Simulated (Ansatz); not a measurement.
# Si: the cost of one run

Method: DFT PBE+D3(BJ), plane waves, PAW, scalar-relativistic, no spin polarisation, in Ansatz 0.2.0.

## (1) The system as given

The cell holds 17 atoms (Si17): a = 7.679 Å, b = 7.679 Å, c = 7.679 Å, α = 60.00°, β = 60.00°, γ = 60.00°.

The coordinates stand in the first input below.

## (2) End point A

input.yaml reads:

```yaml
crystal:
  lattice:
    - [0.0, 5.43, 5.43]
    - [5.43, 0.0, 5.43]
    - [5.43, 5.43, 0.0]
  atoms:
    - { symbol: Si, position: [0.0, 0.0, 0.0] }
    - { symbol: Si, position: [0.125, 0.125, 0.125] }
    - { symbol: Si, position: [0.0, 0.0, 0.5] }
    - { symbol: Si, position: [0.125, 0.125, 0.625] }
    - { symbol: Si, position: [0.0, 0.5, 0.0] }
    - { symbol: Si, position: [0.125, 0.625, 0.125] }
    - { symbol: Si, position: [0.0, 0.5, 0.5] }
    - { symbol: Si, position: [0.125, 0.625, 0.625] }
    - { symbol: Si, position: [0.5, 0.0, 0.0] }
    - { symbol: Si, position: [0.625, 0.125, 0.125] }
    - { symbol: Si, position: [0.5, 0.0, 0.5] }
    - { symbol: Si, position: [0.625, 0.125, 0.625] }
    - { symbol: Si, position: [0.5, 0.5, 0.0] }
    - { symbol: Si, position: [0.625, 0.625, 0.125] }
    - { symbol: Si, position: [0.5, 0.5, 0.5] }
    - { symbol: Si, position: [0.625, 0.625, 0.625] }
    - { symbol: Si, position: [0.7493114, 0.2509595, 0.7562632] }
basis:
  ecutwfc: 420.0
kpoints:
  mp_grid: { grid: [2, 2, 2] }
hamiltonian:
  xc: pbe
  dispersion: d3bj
  pseudopotentials: { kind: paw, azcp: { folder: soft_1 } }
scf:
  occupations: { method: gaussian, width: 0.02 }
  lower_state_search: "off"
relax:
  f_tol: 0.03
  max_steps: 60
  adjacent_minimum: "off"
```

Started as:

```bash
> ansatz run input.yaml --threads 1 --pin off --max-ram 3072MiB --backend cpu --events-out ev --progress --plain --runs-dir out
```

**Question.** How long does this run take on 1 thread of Arm Neoverse V2, shared host, and how much memory does it need?

About 18 s, with a peak of 0.49 GiB.
